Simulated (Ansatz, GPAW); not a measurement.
## A script for ZnSe (PBE in single-zeta orbitals)

These are simulated results from GPAW 26.7.0, not measurements. The cell began as a measured structure and was relaxed with r2SCAN in plane waves (Ansatz 0.2.0). All runs are without spin polarisation.

It is cubic, F-43m (No. 216); conventional cell a = 5.665 Å, 22.72 Å³ an atom. Around Zn lie 4 Se at 2.45 Å; around Se lie 4 Zn at 2.45 Å.

The basis is minimal: single zeta, one radial function for each shell that the log's basis lists. It describes the filled bands fairly and the empty ones poorly.

run.py reads:

```python
import json
from ase import Atoms
from gpaw import GPAW, PW, FermiDirac

atoms = Atoms(['Zn', 'Se'],
              cell=[[0.0, 2.832425, 2.832425], [2.832425, 0.0, 2.832425], [2.832425, 2.832425, 0.0]],
              scaled_positions=[[-0.0, 0.0, 0.0], [0.25, 0.25, 0.25]],
              pbc=True)
calc = GPAW(mode='lcao', basis='sz(dzp)', h=0.2, xc='PBE', kpts={'size': (6, 6, 6), 'gamma': True},
            occupations=FermiDirac(0.02), maxiter=100, legacy_gpaw=True, txt='gpaw.txt')
atoms.calc = calc
res = {'energy': atoms.get_potential_energy(force_consistent=True)}
res['electrons'] = calc.get_number_of_electrons()
res['k'] = calc.get_ibz_k_points().tolist()
res['levels'] = [calc.get_eigenvalues(kpt=i).tolist() for i in range(len(res['k']))]
points = [[0.0, 0.0, 0.0], [-0.5, -0.5, 0.0], [-0.375, -0.375, 0.25], [-0.375, 0.0, 0.375], [0.0, 0.0, 0.5], [-0.5, -0.25, 0.25]]
bands = calc.fixed_density(kpts=points, symmetry='off', txt='bands.txt')
res['points'] = [bands.get_eigenvalues(kpt=i).tolist() for i in range(len(points))]
json.dump(res, open('results.json', 'w'))
print('free energy (eV):', round(res['energy'], 5))
```

Command: `python run.py`. It took 5.5 s on 1 thread of Arm Neoverse V2, with other jobs on the host, peak memory 0.14 GiB.

The log gpaw.txt, trimmed of paths, versions and times, then the last line on the terminal. An iter line gives the energy in eV and the logarithms of the changes of orbitals (plane waves alone) and density (c: converged):

```
___ ___ ___ _ _ _
 |   |   |_  | | | |

 | | | | | . | | | |

 |__ |  _|___|_____|  26.7.0
 |___|_|

Input parameters:
  basis: sz(dzp)
  h: 0.2
  kpts: {gamma: True,
         size: (6, 6, 6)}
  maxiter: 100
  mode: lcao
  occupations: {fixmagmom: False,
                name: fermi-dirac,
                width: 0.02}
  xc: PBE

System changes: positions, numbers, cell, pbc, initial_charges, initial_magmoms

Initialize ...

species:
  Zn:
    name:    Zinc
    Z:       30.0
    valence: 12
    core:    18
    charge:  0.0  # [|e|]
    compensation charges:
      type: gauss
      rc: 0.37  # [Å]
      lmax: 2
    cutoffs:
      filter: 2.14  # [Å]
      core: 2.28  # [Å]
    projectors
    | kind |    occ | energy [eV] | rcut [Å] |

    |------|--------|-------------|----------|

    |   4s |  2.000 |      -5.977 |    1.286 |

    |   4p |  0.000 |      -1.117 |    1.270 |

    |   3d | 10.000 |     -10.142 |    1.180 |

    |    s |        |      21.234 |    1.286 |

    |    p |        |      26.095 |    1.270 |

    |    d |        |      17.070 |    1.180 |

    LCAO basis set for Zn:
      Name: sz(dzp)
      Number of radial functions: 3
      Number of spherical harmonics: 9
        l=0, rc=8.1562 Bohr: 4s-sz confined orbital
        l=1, rc=12.4062 Bohr: 4p-sz confined orbital
        l=2, rc=4.3594 Bohr: 3d-sz confined orbital
      Number of RI-basis functions 0

  Se:
    name:    Selenium
    Z:       34.0
    valence: 6
    core:    28
    charge:  0.0  # [|e|]
    compensation charges:
      type: gauss
      rc: 0.27  # [Å]
      lmax: 2
    cutoffs:
      filter: 1.77  # [Å]
      core: 2.67  # [Å]
    projectors
    | kind |    occ | energy [eV] | rcut [Å] |

    |------|--------|-------------|----------|

    |   4s |  2.000 |     -17.277 |    0.847 |

    |   4p |  4.000 |      -6.512 |    1.005 |

    |    s |        |       9.935 |    0.847 |

    |    p |        |      20.699 |    1.005 |

    |    d |        |       0.000 |    0.847 |

    LCAO basis set for Se:
      Name: sz(dzp)
      Number of radial functions: 2
      Number of spherical harmonics: 4
        l=0, rc=5.7344 Bohr: 4s-sz confined orbital
        l=1, rc=7.2656 Bohr: 4p-sz confined orbital
      Number of RI-basis functions 0

Reference energy: -114964.858784  # eV

Spin-paired calculation

Convergence criteria:
 Maximum [total energy] change in last 3 cyles: 0.0005 eV / valence electron
 Maximum integral of absolute [dens]ity change: 0.0001 electrons / valence electron
 Maximum integral of absolute [eigenst]ate change: 4e-08 eV^2 / valence electron
 Maximum number of scf [iter]ations: 100
 (Square brackets indicate name in SCF output, whereas a 'c' in
 the SCF output indicates the quantity has converged.)

Symmetries present (total): 24

  ( 1  0  0)  ( 1  0  0)  ( 1  0 -1)  ( 1  0 -1)  ( 1 -1  0)  ( 1 -1  0)
  ( 0  1  0)  ( 0  0  1)  ( 0  1 -1)  ( 0  0 -1)  ( 0 -1  1)  ( 0 -1  0)
  ( 0  0  1)  ( 0  1  0)  ( 0  0 -1)  ( 0  1 -1)  ( 0 -1  0)  ( 0 -1  1)

  ( 0  1  0)  ( 0  1  0)  ( 0  1 -1)  ( 0  1 -1)  ( 0  0  1)  ( 0  0  1)
  ( 1  0  0)  ( 0  0  1)  ( 1  0 -1)  ( 0  0 -1)  ( 1  0  0)  ( 0  1  0)
  ( 0  0  1)  ( 1  0  0)  ( 0  0 -1)  ( 1  0 -1)  ( 0  1  0)  ( 1  0  0)

  ( 0  0 -1)  ( 0  0 -1)  ( 0 -1  1)  ( 0 -1  1)  ( 0 -1  0)  ( 0 -1  0)
  ( 1  0 -1)  ( 0  1 -1)  ( 1 -1  0)  ( 0 -1  0)  ( 1 -1  0)  ( 0 -1  1)
  ( 0  1 -1)  ( 1  0 -1)  ( 0 -1  0)  ( 1 -1  0)  ( 0 -1  1)  ( 1 -1  0)

  (-1  1  0)  (-1  1  0)  (-1  0  1)  (-1  0  1)  (-1  0  0)  (-1  0  0)
  (-1  0  1)  (-1  0  0)  (-1  1  0)  (-1  0  0)  (-1  1  0)  (-1  0  1)
  (-1  0  0)  (-1  0  1)  (-1  0  0)  (-1  1  0)  (-1  0  1)  (-1  1  0)

216 k-points: 6 x 6 x 6 Monkhorst-Pack grid + [1/12,1/12,1/12]
16 k-points in the irreducible part of the Brillouin zone
       k-points in crystal coordinates                weights
   0:     0.00000000    0.00000000    0.00000000          1/216
   1:     0.16666667    0.16666667    0.00000000          6/216
   2:     0.16666667    0.16666667    0.16666667          8/216
   3:     0.33333333    0.16666667    0.16666667         12/216
   4:     0.33333333    0.33333333   -0.33333333         12/216
   5:     0.33333333    0.33333333    0.00000000          6/216
   6:     0.33333333    0.33333333    0.16666667         24/216
   7:     0.33333333    0.33333333    0.33333333          8/216
   8:     0.50000000    0.33333333   -0.33333333         24/216
   9:     0.50000000    0.33333333   -0.16666667         12/216
          ...
  15:     0.50000000    0.50000000    0.50000000          4/216

Wave functions: LCAO
  Diagonalizer: Serial LAPACK
  Atomic Correction: dense with blas
  Data-type: complex

Occupation numbers: Fermi-Dirac:
  width: 0.0200  # eV

Eigensolver
   LCAO using direct dense diagonalizer

Densities:
  Coarse grid: 16*16*16 grid
  Fine grid: 32*32*32 grid
  Total Charge: 0.000000

Density mixing:
  Method: separate
  Backend: msr1
  Linear mixing parameter: 0.05
  old densities: 10
  Width of damping distribution: 1.1
  Damping of long wavelength oscillations: 20

Hamiltonian:
  XC and Coulomb potentials evaluated on a 32*32*32 grid
  Using the PBE Exchange-Correlation functional
  Interpolation: tri-quintic (5. degree polynomial)
  Poisson solver: FastPoissonSolver using
    Stencil: 12*3+1=37 point O(h^6) finite-difference Laplacian
    FFT axes: [np.int64(0), np.int64(1), np.int64(2)]
    FST axes: []

XC parameters: PBE with 2 nearest neighbor stencil

Memory estimate:
  Process memory now: 111.72 MiB
  Calculator: 11.18 MiB
    Density: 6.74 MiB
      Arrays: 0.81 MiB
      Localized functions: 5.30 MiB
      Mixer: 0.62 MiB
    Hamiltonian: 0.89 MiB
      Arrays: 0.53 MiB
      XC: 0.00 MiB
      Poisson: 0.00 MiB
      vbar: 0.35 MiB
    Wavefunctions: 3.55 MiB
      C [qnM]: 0.04 MiB
      S, T [2 x qmm]: 0.08 MiB
      P [aqMi]: 0.01 MiB
      BasisFunctions: 3.42 MiB
      Eigensolver: 0.00 MiB

Total number of cores used: 1

Number of atoms: 2
Number of atomic orbitals: 13
Number of bands in calculation: 13
Number of valence electrons: 18
Bands to converge: occupied
Positions:
   0 Zn     0.000000    0.000000    0.000000    ( 0.0000,  0.0000,  0.0000)
   1 Se     1.416213    1.416213    1.416213    ( 0.0000,  0.0000,  0.0000)

Unit cell:
           periodic     x           y           z      points  spacing
  1. axis:    yes    0.000000    2.832425    2.832425    16     0.2044
  2. axis:    yes    2.832425    0.000000    2.832425    16     0.2044
  3. axis:    yes    2.832425    2.832425    0.000000    16     0.2044

  Lengths:   4.005654   4.005654   4.005654
  Angles:   60.000000  60.000000  60.000000

Effective grid spacing dv^(1/3) = 0.2230

iter:   1    -4.638032        c
iter:   2    -4.630912        c -1.31
iter:   3    -4.589573        c -1.34
iter:   4    -4.588887        c -2.17
iter:   5    -4.588762c       c -3.05
iter:   6    -4.588755c       c -3.74
iter:   7    -4.588754c       c -4.23c

Converged after 7 iterations.

Energy contributions relative to reference atoms: (reference = -114964.858784)

Kinetic:        +29.527098
Potential:      -24.956708
External:        +0.000000
XC:              -9.352392
Entropy (-ST):   -0.000000
Local:           +0.193249
SIC:             +0.000000
--------------------------
Free energy:     -4.588754
Extrapolated:    -4.588754

Showing only first 2 kpts
 Kpt  Band  Eigenvalues  Occupancy
  0     7      3.93413    2.00000
  0     8      3.93413    2.00000
  0     9      5.16975    0.00000
  0    10     10.67624    0.00000

  1     7      3.22390    2.00000
  1     8      3.22641    2.00000
  1     9      7.23698    0.00000
  1    10      9.33540    0.00000

Fermi level: 4.71354

Gap: 1.236 eV
Transition (v -> c):
  (s=0, k=0, n=8, [0.00, 0.00, 0.00]) -> (s=0, k=0, n=9, [0.00, 0.00, 0.00])
No difference between direct/indirect transitions

free energy (eV): -4.58875
```

The gap in the log is over the mesh alone; results.json adds the listed points. PBE in single-zeta orbitals gives a gap of 1.24 eV. On the same cell, plane-wave PBE (Ansatz, 8×8×8 k points and the special points) gives a gap of 1.29 eV and r2SCAN a gap of 1.87 eV; on shared hosts these took about 2.5 and 6.2 core-seconds on the 2-atom cell, against 5.5 for the script. Semilocal gaps usually lie below measured ones.

Spin-orbit coupling is left out.
